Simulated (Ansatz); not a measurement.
# BeBr− (singlet): wave-function methods side by side at distance Br1–Be2 = 2.165 Å, aug-cc-pVDZ

The task here is to estimate one member of a computed series from the others.

Computed with Ansatz 0.2.0, Gaussian basis. Level: aug-cc-pVDZ, core rule «outside noble gas», up to 15 orbitals frozen.

The runs, in order: UHF; CCSD(T) on RHF; CCSD(T) on UHF; BCCD(T) on RHF; CISD; CCSDT(Q) on RHF; CCSDT(Q) on UHF; CASSCF and MRCISD+Q, 2 electrons in 2 orbitals; CASSCF and NEVPT2, 2 electrons in 2 orbitals.

34 further runs of the same task are left out: 10 for a known fault of the program, 17 that didn't finish, 7 set aside as unsound or not needed.

### What is computed

The geometry derives from a PBE0/def2-TZVPD stationary point (not a proven minimum). One bond is set to the value named and the two fragments are kept rigid. No spin-orbit coupling is included. The filled d shell of Br may be among the frozen orbitals whatever the setting's name suggests; the logs give the count.

2 atoms, charge -1, spin multiplicity 1.

Atoms are counted from 1 here; the program's logs count them from 0.

Bond lengths: Br1–Be2 2.165 Å.

The first run:

Contents of in.yaml:

```yaml
crystal:
  periodic: [false, false, false]
  atoms:
    - {symbol: Br, position_ang: [0.000000, 0.000000, 0.000000]}
    - {symbol: Be, position_ang: [0.000000, 0.000000, 2.164600]}
basis:
  gaussian: {orbitals: aug-cc-pVDZ}
total_charge: -1
magnetization: {spin_polarized: true, initial_magnetization: 0}
hamiltonian: {xc: hf}
output: {orbitals: {seedname: orbitals}}
```

Run with:

```bash
> ansatz run in.yaml --threads 1 --pin off --events-out ev --progress --plain --max-ram 2393MiB
```

Among the steps run: UHF; CCSD(T) on RHF; CCSD(T) on UHF; BCCD(T) on RHF; CISD; CCSDT(Q) on RHF; CCSDT(Q) on UHF; CASSCF and MRCISD+Q, 2 electrons in 2 orbitals; CASSCF and NEVPT2, 2 electrons in 2 orbitals.

One of the session's tables, all rows but one given; the rest of the session is left out.

It belongs to the step «Misses and costs». 

```
       method  from RCCSDT(Q) (meV)
          RHF               +5362.4
          UHF                     ?
         RMP2                +823.1
         CISD                +643.5
        RCCSD                +195.1
     RCCSD(T)                 +29.4
      BCCD(T)                 +28.4
       RCCSDT                 +12.4
    RCCSDT(Q)                     0
  CASSCF pair               +4932.9
  NEVPT2 pair                +814.7
  MRCISD pair                +539.0
MRCISD+Q pair                +100.4
```

Q: Estimate the row for UHF from the others.

The run gave: from RCCSDT(Q) (meV): +5317.8. In the column «from RCCSDT(Q) (meV)» it lies between CASSCF pair (+4932.9) and RHF (+5362.4).

Not comparable, so not listed: CCSD(T) on UHF; CCSDT(Q) on UHF (they don't share determinant, frozen orbitals or solution with the rows shown, or repeat one).

Limits of these values: Warnings: restricted reference is unstable; spin contamination.
